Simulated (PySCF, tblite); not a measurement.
**C₃H₁₆NPSi₃: geometry, infrared bands and NMR shifts**

What infrared bands and NMR shifts should C₃H₁₆NPSi₃ (`N[Si@@](P)(C[SiH3])CC[SiH3]`) show?

Computed with tblite 0.8.0 and PySCF 2.14.0, with density-fitted response routines of our own, on a single molecule in the gas phase. Atoms are numbered from 0 throughout.

### 1 The molecule as given

24 atoms, charge 0, multiplicity 1; geometry from: force field or distance geometry start.

Bonds of the start (Å): N0–Si1 1.77, Si1–P2 2.20, Si1–C3 1.86, C3–Si4 1.84, Si1–C5 1.87, C5–C6 1.51, C6–Si7 1.86, N0–H8 1.04, N0–H9 1.06, P2–H10 1.42, P2–H11 1.43, C3–H12 1.10, C3–H13 1.13, Si4–H14 1.47, Si4–H15 1.47, Si4–H16 1.49, C5–H17 1.09, C5–H18 1.09, C6–H19 1.13, C6–H20 1.09, Si7–H21 1.46, Si7–H22 1.49, Si7–H23 1.46.

### 2 Geometry optimisation with GFN2-xTB

Job settings and geometry (Å):

```
{"job": {"kind": "relax", "xc": "GFN2-xTB", "basis": "xTB"}, "charge": 0, "multiplicity": 1}
N     -0.837100    -0.537600     1.690600
Si    -0.564500    -0.598000    -0.059500
P      0.233400    -2.524200    -0.772700
C     -2.144500    -0.337500    -0.997800
Si    -3.403900     0.679500    -0.117400
C      0.718300     0.709000    -0.438800
C      2.051900     0.221600     0.087800
Si     3.460500     1.401700    -0.198100
H     -0.448800    -1.320300     2.245800
H     -1.851300    -0.341100     1.920400
H      0.300300    -3.559000     0.192000
H      1.361900    -2.382000    -1.645300
H     -1.939800     0.021700    -2.013200
H     -2.586000    -1.367100    -1.147500
H     -4.219700    -0.062200     0.851100
H     -2.838800     1.904200     0.460000
H     -4.373300     1.106900    -1.170300
H      0.476100     1.631100     0.098200
H      0.780900     0.874200    -1.513800
H      1.987200     0.077300     1.204800
H      2.288800    -0.750900    -0.333400
H      2.924800     2.705800    -0.572100
H      4.210600     1.605300     1.073000
H      4.401100     0.861300    -1.169200
```

Started as:

```bash
OMP_NUM_THREADS=1 python probes_run.py task.json out
```

The driver reads the jobs from task.json and runs them one after another.

**Question.** This job is followed by: GFN2-xTB harmonic vibrations, gas phase; GIAO PBE0/pcSseg-1 NMR shielding, non-relativistic, gas phase. What will the session give for the following? strongest single infrared mode (GFN2-xTB); zero-point energy (GFN2-xTB); 13C shifts against TMS (PBE0/pcSseg-1); 1H shifts against TMS (PBE0/pcSseg-1, means over atoms taken as alike); 15N shifts against NH3 (PBE0/pcSseg-1); 29Si shifts against TMS (PBE0/pcSseg-1); 31P shifts against H3PO4 (PBE0/pcSseg-1).

As calculated:

| quantity | value |
| --- | --- |
| strongest single infrared mode (GFN2-xTB) | 792 cm⁻¹, 636 km/mol |
| zero-point energy (GFN2-xTB) | 108.7 kcal/mol |
| 13C shifts against TMS (PBE0/pcSseg-1) | 16.7, 3.4, -0.4 ppm |
| 1H shifts against TMS (PBE0/pcSseg-1, means over atoms taken as alike) | 3.92, 3.87, 1.11, 0.99, 0.91, 0.79, 0.38, 0.25, -0.01, -0.29 ppm |
| 15N shifts against NH3 (PBE0/pcSseg-1) | 21.2 ppm |
| 29Si shifts against TMS (PBE0/pcSseg-1) | 12.5, -66.9, -79.8 ppm |
| 31P shifts against H3PO4 (PBE0/pcSseg-1) | -305.2 ppm |

In words: Over 222 steps the energy fell by 1.411 eV; of the close pairs, Si1–C3 changed most, 1.856 to 1.915 Å. All 66 modes are real, so the xTB geometry is a minimum. Unscaled tight-binding wavenumbers are off by several per cent, some by more. Its intensities can rank the bands wrongly. At PBE0/pcSseg-1: The largest span, 142 ppm, is at P2, where the paramagnetic term is -346 ppm.
